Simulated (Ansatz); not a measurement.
# CuI (Marshite): the cost of one run

Computed with the Python package of Ansatz 0.2.0. The levels of theory stand in the script.

The COD entry's cell or inner coordinates are ideal or old and differ from later refinements, so a difference from it is no clean test against experiment.

### 1 The structure

The structure is cubic, space group F-43m (No. 216). The conventional cell has a = 6.063 Å, b = 6.063 Å, c = 6.063 Å, α = 90.00°, β = 90.00°, γ = 90.00°. Around Cu (site symmetry -43m) lie 4 I at 2.63 Å. I (site symmetry -43m) has 4 Cu at 2.63 Å in its first shell of neighbours.

The script holds or builds the structure itself.

### 2 Script

cui_soc.py

```python
'''What spin-orbit coupling does to the bands of CuI.'''

import ansatz as az

params = {
    'functional': 'lda',
    'filling': 'Fixed',
}

crystal = (
    az.Lattice.of((0.0, 3.0315, 3.0315), (3.0315, 0.0, 3.0315), (3.0315, 3.0315, 0.0))
    .atom('Cu', (0.25, 0.25, 0.25))
    .atom('I', (0.0, 0.0, 0.0))
)

setup = (
    crystal.calculation()
    .functional(params['functional'])
    .kpoints(6, center='gamma')
    .occupations(params['filling'])
    .band_table()
)
for label, variant in (('scalar-relativistic', setup), ('spin-orbit', setup.spin(soc=True))):
    report = variant.run(threads=1, pin='off').report
    zero = report['band_edges_ev'][0] if report.get('band_edges_ev') else report['fermi_energy_ev']
    near = [round(e - zero, 3) for e in report['eigenvalues_ev'][0] if abs(e - zero) < 4]
    print(label)
    print('  band edges (eV):', [round(e, 3) for e in report.get('band_edges_ev') or []] or 'none reported')
    print('  levels at k =', report['kpoints_frac'][0], 'within 4 eV of the zero:', near)
```

### 3 The calls as engine input

The engine receives this input (first run):

```yaml
crystal:
  lattice:
    - [0.0, 3.0315, 3.0315]
    - [3.0315, 0.0, 3.0315]
    - [3.0315, 3.0315, 0.0]
  atoms:
    - { symbol: Cu, position: [0.25, 0.25, 0.25] }
    - { symbol: I, position: [0.0, 0.0, 0.0] }
kpoints:
  mp_grid:
    grid: [6, 6, 6]
    shift: [0.0, 0.0, 0.0]
hamiltonian:
  xc: lda
scf:
  occupations:
    method: fixed
output:
  eigenvalues: true
```

### 4 Launch

The run is started by

```
$ python cui_soc.py
```

What time and memory should one allow on 1 thread of Arm Neoverse V2, shared host?

About 12 s, with a peak of 0.46 GiB.
